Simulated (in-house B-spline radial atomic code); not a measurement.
# P⁴⁺: excited configurations in jj coupling

How much energy does it take to promote electrons of P⁴⁺ to other shells? Each configuration is solved by itself and compared with the reference.

Program: in-house B-spline radial atomic code version 1. Level of theory: Dirac-Hartree-Fock, average of configuration, Fermi nucleus, basis-set limit. These are calculated values, not measurements, unless marked.

## 1. The system

| Item | Value |
| --- | --- |
| element | phosphorus (Z = 15) |
| charge | +4 |
| electrons | 11 |
| configuration | 1s2 2s2 2p6 3s1 |
| Hamiltonian | Dirac-Coulomb |
| nucleus | Fermi, rms radius 3.189 fm |

Input settings:

```ini
Z = 15
electrons = 11.0
configuration = 1s2 2s2 2p6 3s1
hamiltonian = dirac
method = hf
spin_polarised = False
nucleus = fermi
rms_radius = 3.1889
mass_number = 31
atomic_mass = 30.97376199768
speed_of_light = 137.035999084
```

The reference is known from an earlier run: -337.579999 hartree in all. Up to eight levels, counted from the top:

```csv
orbital,occupation,energy (eV),<r> (bohr)
1s1/2,2,-2241.29,0.1034
2s1/2,2,-261.50,0.5121
2p1/2,2,-203.87,0.4785
2p3/2,4,-202.90,0.4805
3s1/2,1,-64.613,1.613
```

## 2. Configuration 1s2 2s2 2p-2 2p+3 3s1 7s1

In configurations, a minus sign after the shell means j = l − 1/2 and a plus sign j = l + 1/2; the count of electrons follows.

Input settings:

```ini
Z = 15
electrons = 11.0
configuration = 1s2 2s2 2p-2 2p+3 3s1 7s1
hamiltonian = dirac
method = hf
spin_polarised = False
nucleus = fermi
rms_radius = 3.1889
mass_number = 31
atomic_mass = 30.97376199768
speed_of_light = 137.035999084
```

## 3. Configuration 1s2 2s2 2p-2 2p+3 3s1 4f+1

Settings: those of step 2 with these lines changed.

```diff
@@ -2,3 +2,3 @@
 electrons = 11.0
-configuration = 1s2 2s2 2p-2 2p+3 3s1 7s1
+configuration = 1s2 2s2 2p-2 2p+3 3s1 4f+1
 hamiltonian = dirac
```

## 4. Configuration 1s2 2s1 2p6 3s1 4s1

Settings: those of step 3 with these lines changed.

```diff
@@ -2,3 +2,3 @@
 electrons = 11.0
-configuration = 1s2 2s2 2p-2 2p+3 3s1 4f+1
+configuration = 1s2 2s1 2p6 3s1 4s1
 hamiltonian = dirac
```

## 5. Configuration 1s2 2s2 2p-2 2p+3 3s1 4s1

Settings: those of step 4 with these lines changed.

```diff
@@ -2,3 +2,3 @@
 electrons = 11.0
-configuration = 1s2 2s1 2p6 3s1 4s1
+configuration = 1s2 2s2 2p-2 2p+3 3s1 4s1
 hamiltonian = dirac
```

## 6. 1s2 2s2 2p-1 2p+4 3s1 7d-1

Settings: those of step 5 with these lines changed.

```diff
@@ -2,3 +2,3 @@
 electrons = 11.0
-configuration = 1s2 2s2 2p-2 2p+3 3s1 4s1
+configuration = 1s2 2s2 2p-1 2p+4 3s1 7d-1
 hamiltonian = dirac
```

## 7. 1s2 2s1 2p6 3s1 4p+1

Settings: those of step 6 with these lines changed.

```diff
@@ -2,3 +2,3 @@
 electrons = 11.0
-configuration = 1s2 2s2 2p-1 2p+4 3s1 7d-1
+configuration = 1s2 2s1 2p6 3s1 4p+1
 hamiltonian = dirac
```

## 8. Run with 1s2 2s1 2p6 3s1 6g+1

Settings: those of step 7 with these lines changed.

```diff
@@ -2,3 +2,3 @@
 electrons = 11.0
-configuration = 1s2 2s1 2p6 3s1 4p+1
+configuration = 1s2 2s1 2p6 3s1 6g+1
 hamiltonian = dirac
```

Before running: How far above the reference does each configuration lie (order and size, in eV)?

As calculated:

| net move | configuration | energy above the reference (eV) | with Breit, QED, recoil (eV) | largest <r> (bohr) |
| --- | --- | --- | --- | --- |
| 2p3/2 → 4s | 1s2 2s2 2p-2 2p+3 3s1 4s1 | 166.32 | 166.27 | 3.26 |
| 2p3/2 → 4f7/2 | 1s2 2s2 2p-2 2p+3 3s1 4f+1 | 177.54 | 177.49 | 3.53 |
| 2p3/2 → 7s | 1s2 2s2 2p-2 2p+3 3s1 7s1 | 190.32 | 190.27 | 11.8 |
| 2p1/2 → 7d3/2 | 1s2 2s2 2p-1 2p+4 3s1 7d-1 | 192.68 | 192.59 | 13.4 |
| 2s → 4s | 1s2 2s1 2p6 3s1 4s1 | 225.02 | 224.92 | 3.25 |
| 2s → 4p3/2 | 1s2 2s1 2p6 3s1 4p+1 | 229.49 | 229.38 | 3.46 |
| 2s → 6g9/2 | 1s2 2s1 2p6 3s1 6g+1 | 248.28 | 248.18 | 8.79 |

**Reading.** The energies run from 166.32 eV (2p3/2 → 4s) to 248.28 eV (2s → 6g9/2). 7 of them lie more than 2 % above the ionisation threshold that Koopmans' theorem gives (64.613 eV), where such states can decay by emitting an electron. Two partly filled shells share a symmetry and can mix in the average, which may lower the energy, for: 2p3/2 → 4s; 2p3/2 → 7s; 2s → 4s; 2s → 4p3/2; 2s → 6g9/2. These are averages over configurations, without correlation, not spectroscopic levels.
